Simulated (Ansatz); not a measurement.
**Ti started on a K site and K started on a Mg site in perovskite KMgF3, 40 atoms, charge 0**

How does the host give way around this defect, and what happens to the levels at the gap? The levels of theory are PBEsol and r²SCAN.

Program: Ansatz 0.2.0, PAW, plane waves. These are calculated values, not measurements.

**1. The starting cell**

40 atoms (8 K, 1 Ti, 7 Mg, 24 F); a = 7.983 Å, b = 7.983 Å, c = 7.983 Å, α = 90.00°, β = 90.00°, γ = 90.00°. All atoms were shaken off their sites by about 0.02 Å along each axis. Defect site 1: (0.500, 0.500, 0.500). Defect site 2: (0.250, 0.250, 0.250). Starting moments add up to 2 μB.

Steps to follow: (2) PBEsol relaxation at the single k point (¼, ¼, ¼), on 1 × NVIDIA GB300 Max-Q with 8 threads of Arm Neoverse-V2; (3) r²SCAN single point at the single k point (¼, ¼, ¼), on 1 × NVIDIA GB300 Max-Q with 8 threads of Arm Neoverse-V2.

**2. Relaxation of the positions (PBEsol)**

The input, in.yaml:

```yaml
crystal:
  lattice:
    - [7.982544, 0.000000, 0.000000]
    - [0.000000, 7.982544, 0.000000]
    - [0.000000, 0.000000, 7.982544]
  atoms:
    - { symbol: K, position: [0.999641, 0.001577, 0.999009] }
    - { symbol: K, position: [0.001979, 0.999134, 0.504614] }
    - { symbol: K, position: [0.997821, 0.502207, 0.001665] }
    - { symbol: K, position: [0.000836, 0.499926, 0.500768] }
    - { symbol: K, position: [0.496260, 0.003559, 0.002398] }
    - { symbol: K, position: [0.502332, 0.999054, 0.501472] }
    - { symbol: K, position: [0.498261, 0.505525, 0.998947] }
    - { symbol: K, position: [0.250008, 0.246096, 0.248075] }
    - { symbol: Ti, position: [0.506277, 0.499060, 0.499132], spin: 2 }
    - { symbol: Mg, position: [0.253657, 0.249343, 0.750753] }
    - { symbol: Mg, position: [0.248694, 0.750289, 0.248220] }
    - { symbol: Mg, position: [0.248257, 0.750767, 0.751191] }
    - { symbol: Mg, position: [0.752152, 0.254778, 0.244660] }
    - { symbol: Mg, position: [0.747382, 0.251981, 0.748897] }
    - { symbol: Mg, position: [0.750586, 0.747240, 0.252645] }
    - { symbol: Mg, position: [0.751352, 0.754793, 0.748949] }
    - { symbol: F, position: [0.249589, 0.247468, 0.996558] }
    - { symbol: F, position: [0.246625, 0.247609, 0.501560] }
    - { symbol: F, position: [0.251646, 0.750305, 0.000128] }
    - { symbol: F, position: [0.249186, 0.750811, 0.498280] }
    - { symbol: F, position: [0.751708, 0.246614, 0.005536] }
    - { symbol: F, position: [0.752992, 0.250576, 0.503870] }
    - { symbol: F, position: [0.752481, 0.748753, 0.999792] }
    - { symbol: F, position: [0.751751, 0.753191, 0.502027] }
    - { symbol: F, position: [0.999698, 0.250892, 0.247788] }
    - { symbol: F, position: [0.003562, 0.256829, 0.750809] }
    - { symbol: F, position: [0.001739, 0.750514, 0.247914] }
    - { symbol: F, position: [0.000934, 0.752043, 0.748906] }
    - { symbol: F, position: [0.497669, 0.250647, 0.249626] }
    - { symbol: F, position: [0.502776, 0.248366, 0.752938] }
    - { symbol: F, position: [0.500393, 0.745585, 0.248954] }
    - { symbol: F, position: [0.499703, 0.751183, 0.753502] }
    - { symbol: F, position: [0.247802, 0.001040, 0.250407] }
    - { symbol: F, position: [0.246984, 0.002534, 0.748839] }
    - { symbol: F, position: [0.252016, 0.494169, 0.255619] }
    - { symbol: F, position: [0.250246, 0.501667, 0.749477] }
    - { symbol: F, position: [0.750532, 0.002010, 0.250963] }
    - { symbol: F, position: [0.749103, 0.001749, 0.749312] }
    - { symbol: F, position: [0.750470, 0.496212, 0.248197] }
    - { symbol: F, position: [0.753359, 0.499487, 0.753774] }
  symmetry: { detect: false }
kpoints:
  mp_grid: { grid: [1, 1, 1], shift: [0.25, 0.25, 0.25] }
hamiltonian:
  xc: pbesol
magnetization:
  spin_polarized: true
scf:
  occupations: { method: fermi_dirac, width: 0.01 }
relax:
  f_tol: 0.03
  max_steps: 80
  escape_saddle: false
  adjacent_minimum: "off"
output:
  forces: true
  eigenvalues: true
  populations: true
```

Launch:

```
$ ansatz run in.yaml --threads 8 --pin off --max-ram 118750MiB --runs-dir r --events-out ev --progress --plain --backend cuda --devices 0,
```

The runs that follow: r²SCAN single point.

**Question.** What will these runs give? Wanted: for each run, top filled to lowest empty; moment.

The runs gave:

| level | time | top filled to lowest empty (eV) | moment (μB) |
| --- | --- | --- | --- |
| PBEsol, relaxation | 23 s (GPU) | 0.41 | 2.00 |
| r²SCAN | 5.4 s (GPU) | 1.31 | 2.00 |

| quantity | value |
| --- | --- |
| relaxation | 18 recorded steps, 6.95 eV gained |
| largest shift | 0.97 Å (F17) |
| largest local moment | +1.93 μB on Ti |

Relaxation gains 6.95 eV, with shifts up to 0.97 Å (F17).
